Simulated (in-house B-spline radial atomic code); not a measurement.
**Hf⁴⁺: a fraction of an electron moved 4d → 5d**

Aim: the energy of Hf⁴⁺ as a fraction of an electron is moved 4d → 5d, to see how far it bends away from a straight line.

Program: in-house B-spline radial atomic code version 1. Level of theory: scalar-relativistic (spin-free one-electron X2C) LDA (Slater, VWN5), spin-polarised, spherical fractional occupations, Fermi nucleus, basis-set limit. These are calculated values, not measurements, unless marked.

## 1. Starting point

```
element       : hafnium (Z = 72)
charge        : +4
electrons     : 68
configuration : [Xe] 4f14
Hamiltonian   : scalar-relativistic (X2C)
nucleus       : Fermi, rms radius 5.347 fm
```

The outer shells:

[Xe] 4f14
```
[Xe] core
4f [↑↓][↑↓][↑↓][↑↓][↑↓][↑↓][↑↓]
```

Where spins are not typed, each open shell is filled with up spins first.

## 2. The start, at fraction 0

Input settings:

```ini
Z = 72
electrons = 68.0
configuration = [Xe] 4f14
hamiltonian = x2c
method = lda,vwn
spin_polarised = True
nucleus = fermi
rms_radius = 5.347
mass_number = 180
atomic_mass = 179.946559537
speed_of_light = 137.035999084
```

## 3. 0.125 electron moved 4d → 5d

Settings: those of step 2 with these lines changed.

```diff
@@ -2,3 +2,3 @@
 electrons = 68.0
-configuration = [Xe] 4f14
+configuration = [Kr] 4d9.875 4f14 5s2 5p6 5d0.125
 hamiltonian = x2c
```

## 4. 0.25 electron moved 4d → 5d

Settings: those of step 3 with these lines changed.

```diff
@@ -2,3 +2,3 @@
 electrons = 68.0
-configuration = [Kr] 4d9.875 4f14 5s2 5p6 5d0.125
+configuration = [Kr] 4d9.75 4f14 5s2 5p6 5d0.25
 hamiltonian = x2c
```

## 5. 0.375 electron moved 4d → 5d

Settings: those of step 4 with these lines changed.

```diff
@@ -2,3 +2,3 @@
 electrons = 68.0
-configuration = [Kr] 4d9.75 4f14 5s2 5p6 5d0.25
+configuration = [Kr] 4d9.625 4f14 5s2 5p6 5d0.375
 hamiltonian = x2c
```

## 6. 0.5 electron moved 4d → 5d

Settings: those of step 5 with these lines changed.

```diff
@@ -2,3 +2,3 @@
 electrons = 68.0
-configuration = [Kr] 4d9.625 4f14 5s2 5p6 5d0.375
+configuration = [Kr] 4d9.5 4f14 5s2 5p6 5d0.5
 hamiltonian = x2c
```

## 7. 0.625 electron moved 4d → 5d

Settings: those of step 6 with these lines changed.

```diff
@@ -2,3 +2,3 @@
 electrons = 68.0
-configuration = [Kr] 4d9.5 4f14 5s2 5p6 5d0.5
+configuration = [Kr] 4d9.375 4f14 5s2 5p6 5d0.625
 hamiltonian = x2c
```

## 8. 0.75 electron moved 4d → 5d

Settings: those of step 7 with these lines changed.

```diff
@@ -2,3 +2,3 @@
 electrons = 68.0
-configuration = [Kr] 4d9.375 4f14 5s2 5p6 5d0.625
+configuration = [Kr] 4d9.25 4f14 5s2 5p6 5d0.75
 hamiltonian = x2c
```

## 9. 0.875 electron moved 4d → 5d

Settings: those of step 8 with these lines changed.

```diff
@@ -2,3 +2,3 @@
 electrons = 68.0
-configuration = [Kr] 4d9.25 4f14 5s2 5p6 5d0.75
+configuration = [Kr] 4d9.125 4f14 5s2 5p6 5d0.875
 hamiltonian = x2c
```

## 10. 1 electron moved 4d → 5d

Settings: those of step 9 with these lines changed.

```diff
@@ -2,3 +2,3 @@
 electrons = 68.0
-configuration = [Kr] 4d9.125 4f14 5s2 5p6 5d0.875
+configuration = [Kr] 4d9 4f14 5s2 5p6 5d1
 hamiltonian = x2c
```

**Question.** How does the energy change with the fraction, and which way and how far does it bend from the straight line between the ends?

**Answer**, as computed:

| fraction | energy change (eV) | less the straight line (eV) | level 4d down (eV) | level 5d up (eV) | sum of <r²> (bohr²) |
| --- | --- | --- | --- | --- | --- |
| 0 | 0.0000 | 0.0000 | -247.27 | empty | 28.766 |
| 0.125 | 26.0910 | -0.4148 | -248.55 | -39.358 | 29.000 |
| 0.25 | 52.2977 | -0.7139 | -249.83 | -39.713 | 29.231 |
| 0.375 | 78.6218 | -0.8956 | -251.13 | -40.064 | 29.457 |
| 0.5 | 105.0647 | -0.9586 | -252.43 | -40.411 | 29.679 |
| 0.625 | 131.6275 | -0.9016 | -253.74 | -40.753 | 29.896 |
| 0.75 | 158.3113 | -0.7235 | -255.05 | -41.093 | 30.110 |
| 0.875 | 185.1174 | -0.4233 | -256.37 | -41.430 | 30.318 |
| 1 | 212.0465 | 0.0000 | -257.69 | -41.764 | 30.522 |

From fraction 0 to 1 the energy changes by 212.046 eV. It sags under the straight line by up to 0.96 eV (at 0.5). Slater's transition state, the slope from the orbital energies at fraction 0.5 (Janak's theorem), gives 212.021 eV for the whole step.
